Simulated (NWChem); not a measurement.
# One shape, several levels: C2H2BrS− (SMILES [S-]/C=C\Br)

Wanted: a comparison of 4 runs (HF/3-21G, HF/def2-SVP, SVWN5/3-21G, PBE0/def2-SVP) of C2H2BrS−. 

Program for the calculation: NWChem 7.3.0.

## 1. The molecule

The species is C2H2BrS− (6 atoms), meant as a singlet with charge -1. SMILES: `[S-]/C=C\Br`. The shape is that of a GFN2-xTB optimisation.

Bond lengths: S1–C2 1.687 Å, C2–C3 1.344 Å, C3–Br4 1.912 Å, C2–H5 1.095 Å, C3–H6 1.080 Å. Angles: S1–C2–C3 130.3°, C2–C3–Br4 124.0°, S1–C2–H5 115.8°, C3–C2–H5 113.9°, C2–C3–H6 124.1°, Br4–C3–H6 111.9°.

## 2. Energy and forces at HF/3-21G (run 1)

Contents of m1.nw:

```
start m1
memory stack 880 mb heap 220 mb global 1100 mb
charge -1

geometry units angstrom noautosym nocenter noautoz
   S        0.744540      -1.806820      -0.797020
   C        0.650350      -0.284130      -0.076160
   C       -0.417840       0.484760       0.194050
   Br      -2.220480      -0.010380      -0.207470
   H        1.604590       0.161380       0.222780
   H       -0.361160       1.455190       0.663820
end

basis spherical bse
   * library 3-21G
end

scf
   thresh 1e-08
   maxiter 80
   print medium
end

task scf gradient
```

Command:

```
$ nwchem m1.nw > m1.out
```

Log:

```text
[...]
  functions       =    57
[...]
  wavefunction    = RHF
[...]
         Total SCF energy =  -3032.081405175483
      One-electron energy =  -4774.091108755529
      Two-electron energy =   1471.327572111550
 Nuclear repulsion energy =    270.682131468496
        Time for solution =      3.1s
[...]
                         RHF ENERGY GRADIENTS
    atom               coordinates                        gradient
                 x          y          z           x          y          z
   1 S       1.406977  -3.414395  -1.506149   -0.006108   0.049995   0.023336
   2 C       1.228983  -0.536928  -0.143922    0.013978  -0.056886  -0.025722
   3 C      -0.789603   0.916064   0.366701   -0.034455  -0.003819  -0.005061
   4 Br     -4.196099  -0.019615  -0.392061    0.016064   0.003025   0.002902
   5 H       3.032235   0.304964   0.420993    0.010303  -0.000079   0.000788
   6 H      -0.682493   2.749910   1.254438    0.000218   0.007764   0.003756
[...]
```

It took 5.4 s on 1 thread of Intel Xeon 6975P-C (Granite Rapids), shared host; peak memory 0.094 GiB.

## 3. Energy and gradient at HF/def2-SVP (run 2)

Contents of mymol.xyz:

```xyz
6

S      0.744540    -1.806820    -0.797020
C      0.650350    -0.284130    -0.076160
C     -0.417840     0.484760     0.194050
Br    -2.220480    -0.010380    -0.207470
H      1.604590     0.161380     0.222780
H     -0.361160     1.455190     0.663820
```

Contents of run.py:

```python
from ase.io import read
from ase.calculators.nwchem import NWChem

system = read('mymol.xyz')

calc = NWChem(
    label='mymol',
    theory='scf',
    memory='2200 mb',
    basis='def2-SVP',
    basispar='spherical bse',
    charge=-1,
    scf={'nopen': '0', 'rhf': None, 'thresh': '1e-08', 'maxiter': '80'},
)
system.calc = calc

forces = system.get_forces()
print("Total energy (eV):", round(system.get_potential_energy(), 6))
print("forces (eV/A):")
for s, f in zip(system.symbols, forces):
    print(f"{s:2s} {f[0]:10.5f} {f[1]:10.5f} {f[2]:10.5f}")
print("dipole (e A):", system.get_dipole_moment().round(4))
```

Command:

```
$ export ASE_NWCHEM_COMMAND="nwchem PREFIX.nwi > PREFIX.nwo"
$ python run.py
```

Log:

```text
Total energy (eV): -82894.922186
forces (eV/A):
S     0.25192   -0.93187   -0.42068
C    -0.29676    0.34314    0.12645
C     0.30087    0.31439    0.18131
Br   -0.02787    0.03512    0.01496
H    -0.18702    0.22975    0.09786
H    -0.04114    0.00951    0.00005
dipole (e A): [0.1912 1.2299 0.6061]
```

The calculator wrote mymol.nwi:

```
title "mymol"

permanent_dir mymol

scratch_dir mymol

start mymol

geometry units angstrom nocenter noautosym noautoz
  S  7.4453999999999998e-01 -1.8068200000000001e+00 -7.9701999999999995e-01
  C  6.5034999999999998e-01 -2.8412999999999999e-01 -7.6160000000000005e-02
  C  -4.1783999999999999e-01 4.8476000000000002e-01 1.9405000000000000e-01
  Br -2.2204799999999998e+00 -1.0380000000000000e-02 -2.0746999999999999e-01
  H  1.6045900000000000e+00 1.6138000000000000e-01 2.2278000000000001e-01
  H  -3.6115999999999998e-01 1.4551900000000000e+00 6.6381999999999997e-01
end

charge -1

memory 2200 mb

basis spherical bse noprint
   * library def2-SVP
end

scf
  nopen 0
  rhf
  thresh 1e-08
  maxiter 80
end

task scf gradient
```

mymol.nwo:

```text
Northwest Computational Chemistry Package (NWChem) 7.3.0
             --------------------------------------------------------

           Job information
           ---------------

    nwchem branch   = 7.3.0
    use scalapack   = T
    input           = mymol.nwi
    prefix          = mymol.
    data base       = mymol/mymol.db
    status          = startup
    nproc           =        1

           Memory information
           ------------------

    heap     =     72089600 doubles =      550.0 Mbytes
    stack    =     72089597 doubles =      550.0 Mbytes
    global   =    144179200 doubles =     1100.0 Mbytes (distinct from heap & stack)
    total    =    288358397 doubles =     2200.0 Mbytes
    verify   = yes
    hardfail = no

           Directory information
           ---------------------

  0 permanent = mymol
  0 scratch   = mymol

                                NWChem Input Module
                                -------------------

                                       mymol
                                       -----

[... 122 lines left out ...]
 Convergence threshold     :          1.000E-08
[... 12 lines left out ...]
       Final RHF  results
[... 3 lines left out ...]
      One-electron energy =  -4788.902149085639
[... 1 line left out ...]
 Nuclear repulsion energy =    270.682131468495
[... 51 lines left out ...]
                       ROHF Final Molecular Orbital Analysis
[... 207 lines left out ...]
                              NWChem Gradients Module
                              -----------------------

                                       mymol

  wavefunction    =   RHF

                         RHF ENERGY GRADIENTS

    atom               coordinates                        gradient
                 x          y          z           x          y          z
   1 S       1.406977  -3.414395  -1.506149   -0.004899   0.018122   0.008181
   2 C       1.228983  -0.536928  -0.143922    0.005771  -0.006673  -0.002459
   3 C      -0.789603   0.916064   0.366701   -0.005851  -0.006114  -0.003526
   4 Br     -4.196099  -0.019615  -0.392061    0.000542  -0.000683  -0.000291
   5 H       3.032235   0.304964   0.420993    0.003637  -0.004468  -0.001903
   6 H      -0.682493   2.749910   1.254438    0.000800  -0.000185  -0.000001

                 ----------------------------------------
                 |  Time  |  1-e(secs)   |  2-e(secs)   |
                 ----------------------------------------
                 |  CPU   |       0.01   |       4.77   |
                 ----------------------------------------
                 |  WALL  |       0.01   |       4.77   |
                 ----------------------------------------

 Task  times  cpu:       24.8s     wall:       24.8s
 Total times  cpu:       24.8s     wall:       24.8s
```

Run time: 26 s. Hardware: 1 thread of Intel Xeon 6975P-C (Granite Rapids), shared host; peak memory 0.097 GiB.

## 4. Energy and forces at SVWN5/3-21G (run 3)

Contents of job.nw:

```
START job
TITLE "C2H2BrS gradient"
memory stack 880 mb heap 220 mb global 1100 mb
charge -1
GEOMETRY units angstroms noautosym nocenter noautoz
   S        0.744540      -1.806820      -0.797020
   C        0.650350      -0.284130      -0.076160
   C       -0.417840       0.484760       0.194050
   Br      -2.220480      -0.010380      -0.207470
   H        1.604590       0.161380       0.222780
   H       -0.361160       1.455190       0.663820
END
BASIS spherical bse
   * library 3-21G
END
DFT
   xc slater vwn_5
   grid xfine
   convergence energy 1e-08
   iterations 100
   mulliken
END
TASK dft gradient
```

Command:

```
$ nwchem job.nw > job.out
```

Log:

```text
[...]
          Wavefunction type:  closed shell.
          No. of atoms     :     6
          No. of electrons :    66
[...]
          Charge           :    -1
          Spin multiplicity:     1
[...]
          AO basis - number of functions:    57
[...]
              XC Information
              --------------
                        Slater Exchange Functional  1.000 local
                      VWN V Correlation Functional  1.000 local
[...]
 d= 0,ls=0.0,diis     1  -3029.1609159864 -3.30D+03  1.12D-01  1.49D+00     0.8
[...]
 d= 0,ls=0.0,diis    13  -3029.3715952358 -7.46D-10  2.36D-07  5.73D-11     6.5
         Total DFT energy =    -3029.371595235817
      One electron energy =    -4775.074446530070
           Coulomb energy =     1598.218114803595
    Exchange-Corr. energy =     -123.197394977838
 Nuclear repulsion energy =      270.682131468496
[...]
      Total Density - Mulliken Population Analysis
     ---------------------------------------------
    Atom       Charge   Shell Charges
 -----------   ------   -------------------------------------------------------
    1 S   16    16.30   2.00  1.95  5.87  1.01  2.45  0.89  2.13
    2 C    6     6.52   1.98  0.39  1.64  1.00  1.51
    3 C    6     6.52   1.98  0.38  1.62  0.95  1.58
    4 Br  35    35.00   2.00  2.00  5.99  2.00  5.95  0.87  2.40  1.06  2.74  9.99
    5 H    1     0.84   0.45  0.39
    6 H    1     0.83   0.45  0.37
[...]
  wavefunction    = closed shell
                         DFT ENERGY GRADIENTS
    atom               coordinates                        gradient
                 x          y          z           x          y          z
   1 S       1.406977  -3.414395  -1.506149   -0.002878   0.035945   0.016913
   2 C       1.228983  -0.536928  -0.143922    0.009318  -0.022159  -0.009613
   3 C      -0.789603   0.916064   0.366701   -0.006271  -0.001280  -0.001239
   4 Br     -4.196099  -0.019615  -0.392061    0.005863   0.002986   0.001957
   5 H       3.032235   0.304964   0.420993   -0.005616  -0.007076  -0.003961
   6 H      -0.682493   2.749910   1.254438   -0.000415  -0.008417  -0.004058
[...]
```

Wall time 9 s (1 thread of Intel Xeon 6975P-C (Granite Rapids), shared host); peak memory 0.13 GiB.

## 5. Energy and forces at PBE0/def2-SVP (run 4)

Contents of work.nw:

```
start work
title "C2H2BrS PBE0"
memory 2200 mb
charge -1

geometry noautosym nocenter noautoz
   S     0.744540   -1.806820   -0.797020
   C     0.650350   -0.284130   -0.076160
   C    -0.417840    0.484760    0.194050
   Br   -2.220480   -0.010380   -0.207470
   H     1.604590    0.161380    0.222780
   H    -0.361160    1.455190    0.663820
end

basis spherical bse
   S library def2-SVP
   C library def2-SVP
   Br library def2-SVP
   H library def2-SVP
end

dft
   xc pbe0
   grid xfine
   convergence energy 1e-08
   maxiter 100
   mulliken
end

task dft gradient
```

Command:

```
$ nwchem work.nw > work.out
```

Log:

```text
[...]
          Wavefunction type:  closed shell.
          No. of atoms     :     6
          No. of electrons :    66
[...]
          Charge           :    -1
          Spin multiplicity:     1
[...]
          AO basis - number of functions:    88
[...]
              XC Information
              --------------
                         PBE0 Method XC Functional
                     Hartree-Fock (Exact) Exchange  0.250
          PerdewBurkeErnzerhof Exchange Functional  0.750
            Perdew 1991 LDA Correlation Functional  1.000 local
           PerdewBurkeErnz. Correlation Functional  1.000 non-local
[...]
 d= 0,ls=0.0,diis     1  -3048.4588447740 -3.32D+03  4.87D-02  5.20D+00     2.9
[...]
 d= 0,ls=0.0,diis    12  -3048.7515216661 -7.95D-09  1.29D-06  2.73D-09    29.2
         Total DFT energy =    -3048.751521666106
      One electron energy =    -4788.974627603642
           Coulomb energy =     1597.884083606334
    Exchange-Corr. energy =     -128.343109137294
 Nuclear repulsion energy =      270.682131468496
[...]
      Total Density - Mulliken Population Analysis
     ---------------------------------------------
    Atom       Charge   Shell Charges
 -----------   ------   -------------------------------------------------------
    1 S   16    16.54   2.00  1.99  1.16  0.77  5.93  1.79  2.85  0.05
    2 C    6     6.06   1.99  0.92  0.20  2.02  0.88  0.05
    3 C    6     6.17   1.99  0.90  0.23  2.02  1.00  0.03
    4 Br  35    35.22   2.00  2.00  1.99  1.41  0.55  6.00  5.98  2.35  2.89  8.20  1.74  0.11
    5 H    1     1.00   0.75  0.23  0.02
    6 H    1     1.01   0.75  0.23  0.03
[...]
  wavefunction    = closed shell
                         DFT ENERGY GRADIENTS
    atom               coordinates                        gradient
                 x          y          z           x          y          z
   1 S       1.406977  -3.414395  -1.506149   -0.002986   0.011555   0.005219
   2 C       1.228983  -0.536928  -0.143922   -0.001769   0.013689   0.006541
   3 C      -0.789603   0.916064   0.366701    0.011104  -0.009034  -0.003354
   4 Br     -4.196099  -0.019615  -0.392061   -0.002803  -0.000066  -0.000298
   5 H       3.032235   0.304964   0.420993   -0.004273  -0.007925  -0.004247
   6 H      -0.682493   2.749910   1.254438    0.000727  -0.008219  -0.003860
[...]
```

It took 38 s on 1 thread of Intel Xeon 6975P-C (Granite Rapids), shared host; peak memory 0.13 GiB.

## 6. All runs side by side

```tsv
run	level	iteration cap	module	energy (Eh)	HOMO energy (eV)	LUMO energy (eV)	HOMO–LUMO gap (eV)	wall time
1	HF/3-21G	80	scf	-3032.081405	-2.20	9.82	12.02	5.4 s
2	HF/def2-SVP	80	scf	-3046.332227	-2.16	9.43	11.59	26 s
3	SVWN5/3-21G	100	dft	-3029.371595	1.20	4.77	3.56	9 s
4	PBE0/def2-SVP	100	dft	-3048.751522	0.14	5.65	5.51	38 s
```

## 7. Results

```
                                                    quantity           value
                                         run 4: total energy  -3048.75152 Eh
                                          run 4: HOMO energy         0.14 eV
                                          run 4: LUMO energy         5.65 eV
run 4: HOMO–LUMO gap (to an unbound level, set by the basis)         5.51 eV
                             run 4: largest force on an atom      0.785 eV/Å
```

**Reading.** The HOMO–LUMO gap runs from 3.56 eV (SVWN5/3-21G) to 12.02 eV (HF/3-21G). Exact exchange widens orbital gaps. The empty levels of an anion lie above zero and hang on the basis. Totals of different functionals can't be ranked against each other. In runs 3, 4 the HOMO lies above zero, so the outermost electron may be held by the basis alone. All runs together took 78 s, the longest 38 s.
